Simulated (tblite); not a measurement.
# C5H10N2Si2: the cost of one run

The runs use tblite 0.8.0 and PySCF 2.14.0, with density-fitted response routines of our own; the level of theory stands in each step. All values are computed, except where a source is named. Atoms count from 0, in the outputs and in this text.

## (1) Starting geometry

19 atoms, charge 0, multiplicity 1; geometry from: force field or distance geometry start.

Bonds of the start (Å): N0–Si1 1.76, Si1–Si2 2.18, Si1–C3 1.86, C3–C4 1.38, C4–C5 1.38, C5–C6 1.38, C6–C7 1.38, C7–N8 1.33, N8–C3 1.34, N0–H9 1.04, N0–H10 1.04, Si1–H11 1.50, Si2–H12 1.47, Si2–H13 1.47, Si2–H14 1.49, C4–H15 1.08, C5–H16 1.07, C6–H17 1.08, C7–H18 1.09.

## (2) Geometry optimisation with GFN2-xTB

The job: settings as JSON, then the geometry in Å.

```
{"job": {"kind": "relax", "xc": "GFN2-xTB", "basis": "xTB"}, "charge": 0, "multiplicity": 1}
N     -1.568800    -2.236800    -0.304700
Si    -1.345800    -0.712700     0.542600
Si    -2.742000     0.881700     0.038000
C      0.382300    -0.048100     0.385600
C      1.394500    -0.855600    -0.086400
C      2.650100    -0.295000    -0.186700
C      2.876000     1.009100     0.196600
C      1.843500     1.775300     0.686900
N      0.638100     1.212500     0.763500
H     -2.001200    -2.168900    -1.248300
H     -1.993200    -2.976800     0.295400
H     -1.514600    -1.001300     2.006900
H     -3.653700     1.149800     1.163600
H     -3.498700     0.652700    -1.205600
H     -1.974200     2.141000    -0.190300
H      1.179900    -1.873300    -0.374400
H      3.457900    -0.887200    -0.555100
H      3.863400     1.435800     0.128100
H      1.996500     2.807000     0.997400
```

Started as:

```console
$ OMP_NUM_THREADS=1 python probes_run.py task.json out
```

This one command runs all jobs of the session in turn.

**Question.** How long does this first job take on 1 thread of Arm Neoverse V2, shared host, and how much memory does it need?

About 1 s, with a peak of 0.18 GiB.
